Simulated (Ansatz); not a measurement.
# PtSe (P-6m2) in Ansatz: a series of runs

One crystal, PtSe, is run at these levels: PBE+U; tasks: projected density of states.

Program: Ansatz 0.2.0. These are calculated values, not measurements. Logs are shortened: lines on timing, memory, paths and dates and some standing lists are left out, and cuts for length are marked.

### Step 1. The structure

It takes space group P-6m2 (No. 187, hexagonal). Conventional cell: a = 3.702 Å, b = 3.702 Å, c = 3.613 Å, α = 90.00°, β = 90.00°, γ = 120.00°. Pt (site symmetry -6m2) has 6 Se at 2.80 Å as nearest neighbours. Around Se (site symmetry -6m2) lie 6 Pt at 2.80 Å.

The cell comes from a database or a generator and needn't be the stable form of this composition.

### Step 2. Projected density of states, PBE+U

input.yaml reads:

```yaml
crystal:
  lattice:
    - [3.70187033, 0.0, 0.0]
    - [-1.85093516, 3.20591375, 0.0]
    - [0.0, 0.0, 3.61284203]
  atoms:
    - { symbol: Pt, position: [0.0, 0.0, 0.0] }
    - { symbol: Se, position: [0.6666666667, 0.3333333333, 0.5] }
hamiltonian:
  xc: pbe
  pseudopotentials: { kind: paw }
  hubbard: { sites: [{ species: Pt, l: d, u_eff: 2.0 }] }
kpoints:
  mp_grid: { grid: [8, 8, 7] }
scf:
  occupations: { method: fermi_dirac, width: 0.05 }
  n_extra_bands: 6
output:
  forces: true
  stress: true
  eigenvalues: true
  dos: { projected: true, de: 0.05, nscf_kmesh: { grid: [12, 12, 11] } }
```

Potentials or basis: Ansatz PAW.

The run is started by

```console
ansatz run input.yaml --threads 2 --pin off --max-ram 5632MiB --backend cpu --events-out ev --progress --plain --runs-dir out
```

Log:

```text
Warning: RAYON_NUM_THREADS=2 ignored (pool sized by the plan → 2); use --threads N
Pt: projections on atomic orbitals take those of the free atom [Kr 4d10 4f14] 5s2 5p6 5d9 6s1, of charge +0.00 (hamiltonian.pseudopotentials.projection_atoms); the dataset's partial waves leave at most 9.1e-5 of an orbital's norm unspanned inside its sphere
Se: projections on atomic orbitals take those of the free atom [Ar] 3d10 4s2 4p4, of charge +0.00 (hamiltonian.pseudopotentials.projection_atoms); the dataset's partial waves leave at most 2.3e-6 of an orbital's norm unspanned inside its sphere
scf.n_extra_bands = 6 over 17 filled bands (N_el = 34.0): the run solves 23 bands
Engine: ansatz 0.2.0, aarch64-unknown-linux-gnu
Pseudopotentials: kind: paw
Pseudopotential: Pt, paw, valence charge 18, recommended cutoff 420 eV (normal), Pt.paw.azcp
Pseudopotential: Se, paw, valence charge 16, recommended cutoff 420 eV (normal), Se.paw.azcp
Functional definition: PBE
  parameter kappa = 0.804
  parameter beta = 0.06672455060314922
  exchange = pbe_x(kappa = kappa, mu = beta*pi^2/3)
  correlation = pbe_c(beta = beta)
Crystal: 2 atoms, lattice volume = 42.877 Å³
Basis set: ecut = 420 eV, 853 PW (Γ), exchange–correlation on 50×50×50 points (8 copies of the dense FFT grid, shifted against one another)
Bands: 23, of which v1, the nominal top of the filled ones, is band 17 counted from 1 (16 counted from 0)
Symmetry: 12 space group operations
Space group: P-6m2 (ITA 187), of the structure as read, at distance tolerance 3.5e-5 Å
k-points: 40 of 448 (time reversal used)
Non-local potential: Pt, projectors of the file, l = 0: 3, l = 1: 2, l = 2: 2, l = 3: 1
Non-local potential: Se, projectors of the file, l = 0: 2, l = 1: 2, l = 2: 3, l = 3: 1
PAW form: soft (Blöchl's): semilocal exchange-correlation on the pseudo side does not see the compensation charge
PAW one-centre angular grid: Pt, 590 points (default); XC on 64 Gauss nodes
PAW one-centre angular grid: Se, 590 points (default); XC on 64 Gauss nodes
Initial density: superposition of atomic densities (chi_scale 0.1, normalization cell, long waves kept (reshape's long-wave potential 0.00 eV rms))
Initial wavefunctions: pseudopotential atomic-orbital guess
Functional: x = pbe(κ = 0.804, μ = 0.2195149727645171), c = pbe(β = 0.06672455060314922)
iter 1 solved again at ethr=2.93e-3 eV; its pass at ethr=3.10e-3 eV (dr2=9.96e-1 eV) is discarded
SCF iter   1: F=—  HF=-17990.879997 eV  |F-HF|=—  |Δ(HF+E_count)|=         —  Δρ=3.77e-2  dr2=9.97e-1  ethr=2.93e-3  ⟨swp⟩=1.0  Hψ=5237  notcnv=0
preconditioner: auto → Resta (q_TF=auto, 2.625 Å⁻¹)  ε∞=5.3  [insulator: Δε(μ)=0.151 eV  Ē_g=10.918 eV  σ=0.050 eV  W_gap=0.56  n_scr=20 (ndim 8)  ℏωp=22.7 eV  f_vac=0.003  D(μ)=1.21/eV (n_scr^D=8)  ε∞_Penn≈5.3]
SCF iter   2: F=—  HF=-17990.684217 eV  |F-HF|=—  |Δ(HF+E_count)|=   1.96e-1  Δρ=1.92e-2  dr2=1.22e-1  ethr=2.93e-3  ⟨swp⟩=2.2  Hψ=1223  notcnv=0
preconditioner: auto → Kerker (q_TF=auto, 2.625 Å⁻¹)  [metal: Δε(μ)=0.078 eV  Ē_g=10.784 eV  σ=0.050 eV  W_gap=0.35  n_scr=20 (ndim 8)  ℏωp=22.7 eV  f_vac=0.003  D(μ)=1.30/eV (n_scr^D=8)]
SCF iter   3: F=—  HF=-17990.665557 eV  |F-HF|=—  |Δ(HF+E_count)|=   1.87e-2  Δρ=1.03e-2  dr2=3.98e-2  ethr=3.58e-4  ⟨swp⟩=2.0  Hψ=1434  notcnv=0  defer=35
SCF iter   4: F=—  HF=-17990.655684 eV  |F-HF|=—  |Δ(HF+E_count)|=   9.87e-3  Δρ=1.66e-3  dr2=8.53e-4  ethr=1.17e-4  ⟨swp⟩=2.0  Hψ=1408  notcnv=0  defer=35
SCF iter   5: F=—  HF=-17990.655742 eV  |F-HF|=—  |Δ(HF+E_count)|=   5.86e-5  Δρ=8.09e-4  dr2=3.15e-4  ethr=2.51e-6  ⟨swp⟩=2.1  Hψ=1358  notcnv=0  defer=35
SCF iter   6: F=—  HF=-17990.655800 eV  |F-HF|=—  |Δ(HF+E_count)|=   5.77e-5  Δρ=2.81e-4  dr2=4.78e-5  ethr=9.27e-7  ⟨swp⟩=2.0  Hψ=1298  notcnv=0  defer=35
SCF iter   7: F=—  HF=-17990.655831 eV  |F-HF|=—  |Δ(HF+E_count)|=   3.07e-5  Δρ=8.50e-5  dr2=5.06e-6  ethr=1.41e-7  ⟨swp⟩=2.0  Hψ=1165  notcnv=0  defer=35
SCF iter   8: F=—  HF=-17990.655832 eV  |F-HF|=—  |Δ(HF+E_count)|=   1.08e-6  Δρ=1.73e-5  dr2=1.35e-7  ethr=1.49e-8  ⟨swp⟩=2.1  Hψ=1269  notcnv=0  defer=35
SCF iter   9: F=-17990.655832 eV  HF=-17990.655832 eV  |F-HF|=2.39e-9  |Δ(HF+E_count)|=   5.18e-8  Δρ=3.73e-6  dr2=7.02e-9  ethr=2.94e-10  ⟨swp⟩=7.8  Hψ=3785  notcnv=0
SCF 1 converged in 9 iterations: F = -17990.655832 eV  dr2 = 7.02e-9
NSCF: frozen V_eff on 114 k-points
SCF converged after 9 iterations
Free energy (F): -17990.655832 eV
Harris-Foulkes:  -17990.655832 eV  (|F-HF|=2.39e-9)
Internal energy: -17990.644873 eV  (E = F + TS)
E sigma→0 (E₀):  -17990.650352 eV
Entropy (-TS):   -0.010959 eV (-5.479 meV/atom)
Fermi energy:    12.467167 eV
--- Per-component energies (eV) ---
  E_band       = -634.696334
  E_kinetic    = 751.908146
  E_local      = -4220.744865  (includes V_loc(G=0)·N_el)
  E_nonlocal   = -390.789655
  E_hartree    = 1851.321772
  E_xc         = -362.491898
  E_vxc        = -396.297288  (∫ρ·V_xc dr)
  E_hubbard    = 0.781540  (on-site DFT+U / exact-exchange correction)
  E_vhub       = -7.532181  (the Hubbard potential's part of the band-sum identity)
  E_paw        = -11367.922089  (= ΣΔE_a)
  E_vpaw       = -73.882137  (= ΣTr[D̂ρ^β])
  E_aug_tail   = -0.000404  (compensation charges beyond the density's cutoff)
  E_ewald      = -4252.707419
  E_smearing   = -0.010959  (= −TS)
  E_closure    = 0.000000  (closes the sum)
  Σ components = -17990.655832   (vs F -17990.655832, Δ=0.00e0)
--- Forces (eV/Å), atoms counted from 1 ---
  atom   1  Pt    -0.00000000    -0.00000000    -0.00000000
  atom   2  Se     0.00000000    -0.00000000    -0.00000000
  max |Σ_I F_I| component: 3.70e-17 eV/Å
--- Stress (GPa, compression-positive) ---
       -9.755214       0.000000       0.000000
        0.000000      -9.755214       0.000000
        0.000000       0.000000     -14.542281
  P = ⅓ Tr σ = -11.3509 GPa (-113.509 kbar)
--- Band table (eV; the first three rows and the last of 40) ---
  k-point 0: bands = ["-84.6309", "-38.9985", "-38.8571", "-38.8571", "-36.1979", "-36.1928", "-36.1928", "-36.1842", "-36.1842", "-1.8635", "8.5584", "8.6387", "8.6387", "10.2802", "10.2802", "10.5910", "12.6311", "13.0611", "13.0611", "20.0797", "20.4686", "20.4686", "25.5032"]
  k-point 1: bands = ["-84.6308", "-39.0005", "-38.8570", "-38.8570", "-36.1977", "-36.1928", "-36.1928", "-36.1843", "-36.1843", "-1.7253", "8.1334", "8.7180", "8.7180", "9.8902", "10.0730", "10.0730", "13.1434", "13.1434", "13.9393", "20.5224", "20.6847", "20.6847", "24.2841"]
  k-point 2: bands = ["-84.6309", "-39.0050", "-38.8567", "-38.8567", "-36.1972", "-36.1928", "-36.1928", "-36.1845", "-36.1845", "-1.3780", "6.7806", "8.8895", "8.8895", "9.7233", "9.7233", "10.0265", "13.1561", "13.1561", "15.6197", "20.4846", "21.4806", "21.4806", "23.8053"]
  k-point 39: bands = ["-84.6306", "-39.0072", "-38.8648", "-38.8624", "-36.1963", "-36.1932", "-36.1924", "-36.1840", "-36.1837", "-0.4945", "7.0394", "7.2509", "8.5680", "9.8927", "10.5842", "10.9554", "12.0152", "13.2969", "13.5643", "16.4649", "20.6777", "22.9090", "24.6767"]
Occupation matrices written to <dir>
```

Run time: 8.5 s. Hardware: 2 threads of Arm Neoverse V1, shared host; peak memory 0.36 GiB.

Results:

| Quantity | Value |
| --- | --- |
| Free energy | -17990.6558 eV |
| Pressure | -11.4 GPa |
| Band gap on the k mesh | none (metal or under the smearing width) |
| Density of states at the Fermi level | 0.69 states/eV per cell |

Stress tensor (GPa, compression positive):
```
 -9.76   0.00   0.00
  0.00  -9.76   0.00
  0.00   0.00 -14.54
```

States per cell in windows of 0.5 eV (zero at the Fermi level; states under -8 eV left out):
| from (eV) | total | Pt 5d | Se 4p | Pt 6s | Se 4s |
| --- | --- | --- | --- | --- | --- |
| -8.0 | 0.00 | 0.00 | 0.00 | 0.00 | 0.00 |
| -7.5 | 0.00 | 0.00 | 0.00 | 0.00 | 0.00 |
| -7.0 | 0.01 | 0.00 | 0.01 | 0.00 | 0.00 |
| -6.5 | 0.17 | 0.03 | 0.10 | 0.04 | 0.00 |
| -6.0 | 0.78 | 0.18 | 0.45 | 0.14 | 0.01 |
| -5.5 | 0.91 | 0.30 | 0.51 | 0.09 | 0.01 |
| -5.0 | 0.76 | 0.30 | 0.42 | 0.03 | 0.01 |
| -4.5 | 1.31 | 0.66 | 0.61 | 0.03 | 0.00 |
| -4.0 | 1.70 | 1.00 | 0.67 | 0.01 | 0.00 |
| -3.5 | 0.68 | 0.52 | 0.15 | 0.00 | 0.00 |
| -3.0 | 1.69 | 1.51 | 0.12 | 0.04 | 0.00 |
| -2.5 | 1.33 | 1.26 | 0.05 | 0.01 | 0.01 |
| -2.0 | 2.25 | 1.91 | 0.18 | 0.09 | 0.05 |
| -1.5 | 0.71 | 0.48 | 0.14 | 0.04 | 0.03 |
| -1.0 | 1.15 | 0.64 | 0.41 | 0.05 | 0.03 |
| -0.5 | 0.43 | 0.18 | 0.22 | 0.01 | 0.01 |
| 0.0 | 0.72 | 0.28 | 0.40 | 0.02 | 0.01 |
| 0.5 | 0.86 | 0.29 | 0.47 | 0.07 | 0.00 |
| 1.0 | 0.55 | 0.18 | 0.30 | 0.05 | 0.00 |
| 1.5 | 0.23 | 0.05 | 0.09 | 0.08 | 0.00 |
| 2.0 | 0.17 | 0.01 | 0.04 | 0.09 | 0.00 |
| 2.5 | 0.21 | 0.01 | 0.06 | 0.11 | 0.01 |
| 3.0 | 0.31 | 0.01 | 0.09 | 0.16 | 0.01 |
| 3.5 | 0.47 | 0.02 | 0.14 | 0.23 | 0.01 |
| 4.0 | 0.43 | 0.01 | 0.13 | 0.21 | 0.01 |
| 4.5 | 0.17 | 0.00 | 0.04 | 0.07 | 0.00 |
| 5.0 | 0.14 | 0.00 | 0.02 | 0.03 | 0.00 |
| 5.5 | 0.30 | 0.01 | 0.01 | 0.01 | 0.00 |
| 6.0 | 0.63 | 0.01 | 0.03 | 0.03 | 0.00 |
| 6.5 | 0.75 | 0.01 | 0.02 | 0.02 | 0.00 |
| 7.0 | 0.36 | 0.00 | 0.01 | 0.00 | 0.00 |
| 7.5 | 0.34 | 0.00 | 0.00 | 0.00 | 0.00 |

Eigenvalues of the final occupation matrices:
```
  site  spin  trace               eigenvalues
site 1     1   4.55  0.83 0.83 0.95 0.95 0.99
```

Caveat: U without spin polarisation on a metal has little footing.

### Step 3. Projected density of states, PBE+U

Changes to input.yaml since step 2:

```diff
@@ -11,3 +11,3 @@
   pseudopotentials: { kind: paw }
-  hubbard: { sites: [{ species: Pt, l: d, u_eff: 2.0 }] }
+  hubbard: { sites: [{ species: Pt, l: d, u_eff: 3.0 }] }
 kpoints:
```

Potentials or basis: Ansatz PAW.

The run is started by

```console
ansatz run input.yaml --threads 2 --pin off --max-ram 5632MiB --backend cpu --events-out ev --progress --plain --runs-dir out
```

Wall time 8.6 s (2 threads of Arm Neoverse V1, shared host); peak memory 0.36 GiB.

The run converged. Its results:

| Property | Result |
| --- | --- |
| Free energy | -17990.2740 eV |
| Pressure | -11.2 GPa |
| Band gap on the k mesh | none (metal or under the smearing width) |
| Density of states at the Fermi level | 0.68 states/eV per cell |

Stress tensor (GPa, compression positive):
```
 -9.63   0.00   0.00
  0.00  -9.63   0.00
  0.00   0.00 -14.36
```

Levels at points of the mesh, in eV from the Fermi level:
```
            k point  band 15  band 16  band 17  band 18  band 19  band 20
 (0.00, 0.00, 0.00)    -2.30    -1.80     0.29     0.59     0.59     7.72
(0.00, -0.50, 0.00)    -2.48    -1.77    -1.40     1.28     3.06     6.33
```

States per cell in windows of 1 eV (zero at the Fermi level; states under -8 eV left out):
| from (eV) | total | Pt 5d | Se 4p | Pt 6s | Se 4s |
| --- | --- | --- | --- | --- | --- |
| -8.0 | 0.00 | 0.00 | 0.00 | 0.00 | 0.00 |
| -7.0 | 0.16 | 0.03 | 0.09 | 0.04 | 0.00 |
| -6.0 | 1.76 | 0.56 | 0.95 | 0.21 | 0.02 |
| -5.0 | 2.25 | 1.14 | 1.02 | 0.06 | 0.01 |
| -4.0 | 2.96 | 2.14 | 0.75 | 0.03 | 0.01 |
| -3.0 | 2.98 | 2.75 | 0.15 | 0.04 | 0.02 |
| -2.0 | 2.30 | 1.67 | 0.39 | 0.13 | 0.08 |
| -1.0 | 1.50 | 0.73 | 0.65 | 0.06 | 0.04 |
| 0.0 | 1.52 | 0.52 | 0.88 | 0.07 | 0.01 |
| 1.0 | 0.81 | 0.23 | 0.40 | 0.15 | 0.00 |
| 2.0 | 0.35 | 0.02 | 0.09 | 0.20 | 0.01 |
| 3.0 | 0.70 | 0.03 | 0.20 | 0.36 | 0.02 |
| 4.0 | 0.70 | 0.02 | 0.20 | 0.34 | 0.01 |
| 5.0 | 0.36 | 0.01 | 0.03 | 0.05 | 0.00 |
| 6.0 | 1.32 | 0.02 | 0.05 | 0.05 | 0.00 |
| 7.0 | 0.78 | 0.00 | 0.01 | 0.01 | 0.00 |

Eigenvalues of the final occupation matrices:
```tsv
site	spin	trace	eigenvalues
site 1	1	4.57	0.84 0.84 0.95 0.95 0.99
```

Caveat: U without spin polarisation on a metal has little footing. Spin-orbit coupling is left out, which matters for the levels of Pt.

[end of part 1 of 2]
